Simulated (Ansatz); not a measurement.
I need an active-space calculation of HK. Use Ansatz 0.2.0 through its Python package. Settings: Hartree-Fock, def2-SVP basis, multiplicity 1.

`hk.xyz`
```text
2

K     0.00000    0.00000    0.00000
H     0.00000    0.00000    2.26500
```

Script `hk.py`:
```python
import warnings

import ansatz as az

warnings.simplefilter("ignore", az.DeckWarning)

molecule = az.Crystal.molecule_from_extxyz("hk.xyz")

base = molecule.calculation()
base = base.basis(gaussian="def2-SVP")
base = base.correlation(active_electrons=2, active_orbitals=2)
for method in [None]:
    report = (base if method is None else base.correlation(method)).run(threads=1).report
    space = report["configurations"]
    state = space["states"][0]
    print(method or "casscf", f"total {report['free_energy_ev'] / 27.211386246:.6f} Ha, active-space state {state['energy']['hartree']:.6f} Ha, mean field {report['reference_energy_ev'] / 27.211386246:.6f} Ha")
    print("  determinants", state["n_determinants"], " natural occupations", [round(n, 3) for n in space["natural_occupations"]])
print("effectively unpaired electrons, sum of min(n, 2 - n):", round(sum(min(n, 2 - n) for n in space["natural_occupations"]), 3))
```

```console
$ python hk.py
casscf total -599.623756 Ha, active-space state -599.623756 Ha, mean field -599.604966 Ha
  determinants 4  natural occupations [1.939, 0.061]
effectively unpaired electrons, sum of min(n, 2 - n): 0.122
```

Total energies depend on the basis set; only differences at equal settings carry meaning. The geometry is a force-field or estimated start, not a minimum of this method, and the basis set is short of its limit. The active space starts as a window about the frontier orbitals and is then optimised, not chosen by chemistry. It ran for 0.6 s on 1 thread of Arm Neoverse V2 (shared host), peak memory 0.13 GiB.
